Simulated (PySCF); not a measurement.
# Solver options tried on MgSe

The same problem is solved with other solver options, one edit a run.

Computed with PySCF 2.14.0. Level: each script names its method and basis.

5 further runs of the same task are left out: 5 that didn't finish.

### 1 Starting geometry

MgSe: 2 atoms, charge 0, spin multiplicity 1.

Bond lengths: Mg1–Se2 2.412 Å.

### 2 The run that the others are compared with

File input.py:

```python
from pyscf import gto, scf
from pyscf.hessian import thermo

mol = gto.M(
    atom='Mg 0 0 0; Se 0 0 2.412',
    basis='6-31g',
    charge=0,
    spin=0,
    symmetry=True,
    verbose=4,
)
mf = scf.RHF(mol)
mf.kernel()
hess = mf.Hessian().kernel()
print('wavenumber (cm^-1) =', thermo.harmonic_analysis(mol, hess)['freq_wavenumber'].round(1))
mf.dip_moment()
print('orbital energies (hartree):', mf.mo_energy[..., max(0, mol.nelec[1]-3):mol.nelec[0]+3].round(4))
```

The run is started by

```bash
$ OMP_NUM_THREADS=1 python input.py
```

Its log is not repeated here.

In short: E(SCF) = -2599.064888 Eh, 10 cycles, μ = 9.04 D, wavenumbers 317 cm⁻¹.

The bond length is a typed value, not an optimised one, so the wavenumber is not that of the minimum.

### 3 Smearing width 0.001 hartree

Run 1 changes smearing width: none → 0.001 hartree; step after the SCF: frequency → none.

File input.py:

```python
from pyscf import gto, scf

mol = gto.M(
    atom='Mg 0 0 0; Se 0 0 2.412',
    basis='6-31g',
    charge=0,
    spin=0,
    symmetry=True,
    verbose=4,
)
mf = scf.RHF(mol)
mf = scf.addons.smearing_(mf, sigma=0.001, method='fermi')
mf.kernel()
mf.dip_moment()
print('orbital energies (hartree):', mf.mo_energy[..., max(0, mol.nelec[1]-3):mol.nelec[0]+3].round(4))
```

The run is started by

```bash
$ OMP_NUM_THREADS=1 python input.py
```

### 4 Initial guess huckel

Run 2 changes initial guess: minao → huckel.

Edit input.py of step 2 so:

```diff
@@ -12,2 +12,3 @@
 mf = scf.RHF(mol)
+mf.init_guess = 'huckel'
 mf.kernel()
```

Q: Predict the outcome of this session. Wanted: for each run, E(SCF); from base; gap; SCF dipole; after the SCF.

As calculated:

```
                         run  E(SCF) (hartree)  from base (eV)  cycles  gap (eV)  SCF dipole (D)          after the SCF
                        base      -2599.064888               0      10      6.15            9.04  highest mode 317 cm⁻¹
smearing width 0.001 hartree      -2599.064888          0.0000      10       n/a            9.04                    n/a
        initial guess huckel      -2599.064888          0.0000      10      6.15            9.04  highest mode 317 cm⁻¹
```

Distance from each run's final energy (log10 hartree) by cycle:

| run | cycle 1 | cycle 2 | cycle 3 | cycle 5 | cycle 8 | cycle 12 |
| --- | --- | --- | --- | --- | --- | --- |
| base | -1.1 | -1.3 | -3.8 | -5.5 | -8.5 | done |
| smearing width 0.001 hartree | -1.1 | -1.3 | -3.8 | -5.5 | -8.5 | done |
| initial guess huckel | -1.2 | -1.5 | -3.3 | -5.5 | -8.4 | done |

In words: With smearing width 0.001 hartree or initial guess huckel the SCF ends at the base energy. With smearing width 0.001 hartree, initial guess huckel the path hardly changes: 10 cycles against 10.
